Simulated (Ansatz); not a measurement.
# GaSi2: one candidate structure

Method: DFT r2SCAN, scalar-relativistic, plane waves, PAW, in Ansatz 0.2.0.

**1. The starting structure**

The structure is cubic, space group Fd-3m (No. 227). Conventional cell: a = 7.257 Å, b = 7.257 Å, c = 7.257 Å, α = 90.00°, β = 90.00°, γ = 90.00°. Ga (site symmetry -43m) has 12 Si at 3.01 Å and 4 Ga at 3.14 Å as nearest neighbours. Si (site symmetry -3m) is surrounded by 6 Si at 2.57 Å and 6 Ga at 3.01 Å.

As a file:

```
CELL_PARAMETERS angstrom
0.00000 3.62838 3.62838
3.62838 0.00000 3.62838
3.62838 3.62838 0.00000
ATOMIC_POSITIONS crystal
Ga 0.00000 0.00000 0.00000
Ga 0.25000 0.25000 0.25000
Si 0.62500 0.62500 0.62500
Si 0.12500 0.62500 0.62500
Si 0.62500 0.62500 0.12500
Si 0.62500 0.12500 0.62500
```

This is candidate A: cubic Laves (C15) type (Fd-3m, No. 227).

(A quick probe on a coarse mesh, which set the mesh and smearing, is not shown.)

**3. Full relaxation (candidate A)**

input.yaml reads:

```yaml
crystal:
  lattice:
    - [0.0, 3.6283849052, 3.6283849052]
    - [3.6283849052, 0.0, 3.6283849052]
    - [3.6283849052, 3.6283849052, 0.0]
  atoms:
    - { symbol: Ga, position: [0.0, 0.0, 0.0] }
    - { symbol: Ga, position: [0.25, 0.25, 0.25] }
    - { symbol: Si, position: [0.625, 0.625, 0.625] }
    - { symbol: Si, position: [0.125, 0.625, 0.625] }
    - { symbol: Si, position: [0.625, 0.625, 0.125] }
    - { symbol: Si, position: [0.625, 0.125, 0.625] }
basis:
  ecutwfc: 500
kpoints:
  mp_grid: { grid: [10, 10, 10] }
hamiltonian:
  xc: r2scan
scf:
  occupations: { method: gaussian, width: 0.1 }
output:
  forces: true
  stress: true
  eigenvalues: true
relax:
  adjacent_minimum: "off"
  f_tol: 0.01
  max_steps: 80
  cell: { stress_tol: 0.05 }
```

The run is started by

```bash
$ ansatz run input.yaml --threads 1 --pin off --max-ram 2560MiB --backend cpu --events-out ev --progress --plain --runs-dir out
```

Q: Estimate wall time and peak memory on 1 thread of Intel Xeon at 2.50GHz (Skylake/Cascade Lake), shared host.

About 2.2 min, with a peak of 0.74 GiB.
